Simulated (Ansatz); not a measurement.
# Cd (hcp type): the cost of one run

Program: Ansatz 0.2.0. Level of theory: DFT LDA, with the methods named in each step. These are calculated values, not measurements.

1 further run of the same task is left out (set aside as unsound or not needed). Runs told in other sessions of the task aren't counted.

### Step 1. Starting point

It takes space group P6_3/mmc (No. 194, hexagonal). Conventional cell: a = 2.926 Å, b = 2.926 Å, c = 5.368 Å, α = 90.00°, β = 90.00°, γ = 120.00°. Cd (site symmetry -6m2) has 12 Cd at 2.93 to 3.17 Å in its first shell of neighbours.

Coordinates:

```xyz
2
Lattice="2.9257 0.0000 0.0000 -1.4628 2.5337 0.0000 0.0000 0.0000 5.3683" Properties=species:S:1:pos:R:3 pbc="T T T"
Cd    0.0000    1.6891    1.3421
Cd    1.4628    0.8446    4.0262
```

Whether this phase is the stable one at these pressures isn't tested.

Atoms are numbered in the order of the input: Cd1, Cd2.

### Step 2. The reference volume, LAPW

input.yaml

```yaml
crystal:
  lattice:
    - [2.9256599272, 0.0, 0.0]
    - [-1.4628299636, 2.5336958198, 0.0]
    - [0.0, 0.0, 5.3682598386]
  atoms:
    - { symbol: Cd, position: [0.3333333333, 0.6666666667, 0.25] }
    - { symbol: Cd, position: [0.6666666667, 0.3333333333, 0.75] }
kpoints:
  mp_grid: { grid: [16, 16, 9] }
  band_path:
    path:
      - [0.0, 0.0, 0.0]
      - [0.5, 0.0, 0.0]
      - [0.3333333333, 0.3333333333, 0.0]
      - [0.0, 0.0, 0.0]
      - [0.0, 0.0, 0.5]
      - [0.5, 0.0, 0.5]
      - [0.3333333333, 0.3333333333, 0.5]
      - [0.0, 0.0, 0.5]
      - [0.5, 0.0, 0.5]
    npoints: 14
scf:
  occupations: { method: fermi_dirac, width: 0.1 }
hamiltonian:
  xc: lda
  pseudopotentials: { kind: all_electron, lapw: { basis_error: 0.001 } }
output:
  forces: true
  stress: true
  eigenvalues: true
  populations: true
  dos: { projected: true, de: 0.2, e_range: [-14, 8] }
```

Run with:

```console
$ ansatz run input.yaml --threads 1 --pin off --max-ram 2048MiB --backend cpu --events-out ev --progress --plain --runs-dir out
```

What time and memory should one allow on 1 thread of Intel Xeon 6975P-C (Granite Rapids), shared host?

About 19 s, with a peak of 0.51 GiB.
